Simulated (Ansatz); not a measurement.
Write a Python script for the Python package of Ansatz (0.2.0) that makes a rigid scan of one bond length of ClGeH₆NSi, SMILES Cl[SiH2][NH][GeH3]. Level of theory (for the species named): MP2, def2-SVP basis, multiplicity 1.

```yaml
atoms:
  - { symbol: Cl, position_ang: [-0.7351, 1.8491, -2.6119] }
  - { symbol: Si, position_ang: [-0.2888, 1.1957, -0.7140] }
  - { symbol: N, position_ang: [0.0527, -0.5491, -0.8099] }
  - { symbol: Ge, position_ang: [0.5499, -1.1008, 0.9358] }
  - { symbol: H, position_ang: [0.8947, 1.9235, -0.2402] }
  - { symbol: H, position_ang: [-1.4194, 1.4401, 0.1948] }
  - { symbol: H, position_ang: [-0.7703, -1.0311, -1.0731] }
  - { symbol: H, position_ang: [1.7619, -0.3373, 1.4564] }
  - { symbol: H, position_ang: [0.7694, -2.6170, 0.9756] }
  - { symbol: H, position_ang: [-0.7318, -0.8242, 1.8894] }
```

Script `clgeh6nsi.py`:
```python
'''Stretching a bond of ClGeH6NSi, the rest held rigid.'''

from dataclasses import dataclass
import logging
import sys

import ansatz as az
import numpy as np

logging.basicConfig(stream=sys.stdout, format='%(levelname)s %(message)s')
logger = logging.getLogger('calc')
logger.setLevel(logging.INFO)


@dataclass
class Options:
    basis: str = 'def2-SVP'
    level: str = 'mp2'


settings = Options()

clgeh6nsi = (
    az.Crystal.molecule()
    .atom('Cl', [-0.7351, 1.8491, -2.6119])
    .atom('Si', [-0.2888, 1.1957, -0.714])
    .atom('N', [0.0527, -0.5491, -0.8099])
    .atom('Ge', [0.5499, -1.1008, 0.9358])
    .atom('H', [0.8947, 1.9235, -0.2402])
    .atom('H', [-1.4194, 1.4401, 0.1948])
    .atom('H', [-0.7703, -1.0311, -1.0731])
    .atom('H', [1.7619, -0.3373, 1.4564])
    .atom('H', [0.7694, -2.617, 0.9756])
    .atom('H', [-0.7318, -0.8242, 1.8894])
)

symbols = [site.symbol for site in clgeh6nsi.cartesian_sites]
start = np.array([site.position_ang for site in clgeh6nsi.cartesian_sites])
axis = (start[4] - start[1]) / np.linalg.norm(start[4] - start[1])
moving = [4]
lengths, energies = [1.292, 1.351, 1.409, 1.468, 1.527, 1.585, 1.644, 1.732], []
for length in lengths:
    xyz = start.copy()
    xyz[moving] += (length - np.linalg.norm(start[4] - start[1])) * axis
    point = az.Crystal.molecule()
    for symbol, place in zip(symbols, xyz):
        point = point.atom(symbol, place.tolist())
    base = point.calculation().basis(gaussian=settings.basis).correlation(settings.level)
    rep = base.run().report
    energies.append(rep['free_energy_ev'])
    logger.info(f'r = {length:6.3f} A  E = {energies[-1]:.5f} eV  <S^2> = {abs(rep["mean_field"]["state"]["spin_squared"]):.3f}')

# quartic fit about the minimum
fit = np.polynomial.Polynomial.fit(lengths, np.array(energies) - min(energies), 4).convert()
roots = [r.real for r in fit.deriv().roots() if abs(r.imag) < 1e-9 and fit.deriv(2)(r.real) > 0]
r_e = min(roots, key=lambda r: abs(r - lengths[int(np.argmin(energies))]))
logger.info(f'minimum of the fit at {r_e:.4f} A, force constant {fit.deriv(2)(r_e):.2f} eV/A^2')
```

`python clgeh6nsi.py` gives:
```text
INFO r =  1.292 A  E = -78420.10233 eV  <S^2> = 0.000
INFO r =  1.351 A  E = -78420.35349 eV  <S^2> = 0.000
INFO r =  1.409 A  E = -78420.48735 eV  <S^2> = 0.000
INFO r =  1.468 A  E = -78420.53310 eV  <S^2> = 0.000
INFO r =  1.527 A  E = -78420.50777 eV  <S^2> = 0.000
INFO r =  1.585 A  E = -78420.42941 eV  <S^2> = 0.000
INFO r =  1.644 A  E = -78420.30819 eV  <S^2> = 0.000
INFO r =  1.732 A  E = -78420.07147 eV  <S^2> = 0.000
INFO minimum of the fit at 1.4739 A, force constant 19.89 eV/A^2
```

Reading the output:
- Total energies depend on the basis set; only differences at equal settings carry meaning.
- The rest of the molecule is held rigid at a force-field or estimated start geometry, and the basis set is modest; single-reference methods fail as a bond breaks.
- The orbitals are restricted, so S² is zero by construction.
- S² is that of the Hartree-Fock reference.
- Wall time of the script: 12 s on 1 thread of Intel(R) Xeon(R) Platinum 8559C (Emerald Rapids) (shared host), peak memory 0.31 GiB.
